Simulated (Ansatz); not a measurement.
## AsH: a test of scalar relativity, step by step

With Ansatz's Python interface.

Interactive session:
```pycon
>>> import ansatz
>>> import numpy as np
>>> GEOMETRY = """
... As    0.78190    0.00000    0.00000
... H    -0.78190    0.00000    0.00000
... """
>>> ash = ansatz.Crystal.molecule()
>>> for line in GEOMETRY.strip().splitlines():
...     symbol, *xyz = line.split()
...     ash = ash.atom(symbol, [float(v) for v in xyz])
...
>>> base = (
...     ash.calculation()
...     .functional("PBE")
...     .spin("collinear", total=2)
...     .forces()
... )
>>> # a set contracted for a scalar-relativistic Hamiltonian goes with the relativistic run
>>> sets = {"none": "cc-pVTZ", "scalar": "cc-pVTZ-DK"}
>>> found = {kind: base.basis(gaussian=basis).pseudopotentials(relativity=kind).run(threads=1, backend="cpu").report for kind, basis in sets.items()}
>>> for kind, each in found.items():
...     dipole = 4.803205 * np.linalg.norm(each["charge_distribution"]["dipole_moment_e_ang"])
...     print(f"{kind:7s} E = {each['free_energy_ev']:.4f} eV  dipole {dipole:.3f} D  largest force component {np.abs(each['forces_ev_ang']).max():.4f} eV/A")
...
none    E = -60847.9253 eV  dipole 0.147 D  largest force component 0.2659 eV/A
scalar  E = -61525.5597 eV  dipole 0.071 D  largest force component 0.2864 eV/A
>>> print(f"relativity lowers the total energy by {found['none']['free_energy_ev'] - found['scalar']['free_energy_ev']:.3f} eV")
relativity lowers the total energy by 677.634 eV
```

The total moves by -677.6 eV, nearly all in the cores, and the dipole from 0.15 to 0.07 D.

Reading the output:
- Total energies depend on the basis set; only differences at equal settings carry meaning.
- The geometry is a force-field or estimated start, not a minimum of this method. The basis set changes with the Hamiltonian (a set recontracted for scalar relativity), and most of the change in the total lies in the cores.
- The run takes the species as open-shell (spin multiplicity 3), which needn't be its ground state.
- The spin state was assumed, and another may lie lower.
- Timing: 2.3 s on 1 thread of Arm Neoverse V2 (shared host), peak memory 0.17 GiB.
